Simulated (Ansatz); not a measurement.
Rh, space group P6_3/mmc: a convergence test of the k-point mesh, run with Ansatz's Python interface.

The script, `run_kconv.py`:
```python
# -*- coding: utf-8 -*-
"""Convergence of Rh with the k-point mesh."""

import ansatz as az
from pymatgen.core import Lattice, Structure
from pymatgen.io.ase import AseAtomsAdaptor
from tabulate import tabulate

pmg_structure = Structure(
    Lattice([[2.730979, 0.0, 0.0], [-1.36549, 2.365097, 0.0], [0.0, 0.0, 4.428489]]),
    ["Rh", "Rh"],
    [
        [2 / 3, 1 / 3, 0.75],
        [1 / 3, 2 / 3, 0.25],
    ],
)
structure = az.Crystal.from_ase(AseAtomsAdaptor.get_atoms(pmg_structure))

setup = (
    structure.calculation()
    .functional("r2scan")
    .occupations(az.OccupationsMethod.FERMI_DIRAC, width=0.1)  # smearing steadies the SCF of a metal
    .stress()
)

rows = []
for value in [0.9, 0.7, 0.55, 0.45, 0.35]:
    report = setup.kpoints(spacing=value).run(threads=1).report
    rows.append((value, report["free_energy_ev"] / len(report["lattice"]["sites"]), report["n_iterations"], sum(report["stress_gpa"][i][i] for i in range(3)) / 3, report["n_kpoints"]))

print(tabulate(rows, headers=["spacing (1/A)", "F/atom (eV)", "iterations", "P (GPa)", "k-points"], floatfmt=".4f", tablefmt="simple"))

# differences from the last row
for row in rows[:-1]:
    shift = 1000 * (row[1] - rows[-1][1])
    print(f"{row[0]}: {shift:+.2f} meV/atom" + ("  (within 5 meV)" if abs(shift) < 5 else ""))
```

From which mesh on is the energy per atom within 5 meV of the last row, and how does it get there?

From a spacing of 0.45 (6×6×4) on it stays within 5 meV an atom of the value at a spacing of 0.35 (8×8×5); the first row (a spacing of 0.9 (3×3×2)) is off by 507.1 meV and the last but one by 1.14 meV. That rests on few rows after larger swings, so the series isn't shown to be converged. This holds for F at a smearing of 0.1 eV; a narrower one needs a denser mesh. It goes up and down, since the sum over k-points isn't variational. The pressure moves from 0.74 to -8.80 GPa.

The output:

```console
$ python run_kconv.py
DeckWarning: basis.ecutwfc = 500 eV, auto-derived from the records' recommended cutoffs: set by Rh (their level for a meta-GGA)
  spacing (1/A)    F/atom (eV)    iterations    P (GPa)    k-points
---------------  -------------  ------------  ---------  ----------
         0.9000     -6414.7121             7     0.7401           6
         0.7000     -6415.4351             7   -12.3882           8
         0.5500     -6415.1524             7    -6.7474          10
         0.4500     -6415.2203             7    -9.0935          21
         0.3500     -6415.2192             6    -8.7990          30
0.9: +507.08 meV/atom
0.7: -215.91 meV/atom
0.55: +66.75 meV/atom
0.45: -1.14 meV/atom  (within 5 meV)
```
(Warnings from the package without file and line.)

Notes:
- No spin polarisation was allowed.
- Pressure is positive in compression.
- This isn't the structure that Rh takes at ambient conditions.
- Shifts are counted from the finest mesh, which is itself no proven limit.
- Timing: 11 s on 1 thread of Intel(R) Xeon(R) Processor @ 2.30GHz (shared host), peak memory 0.59 GiB.
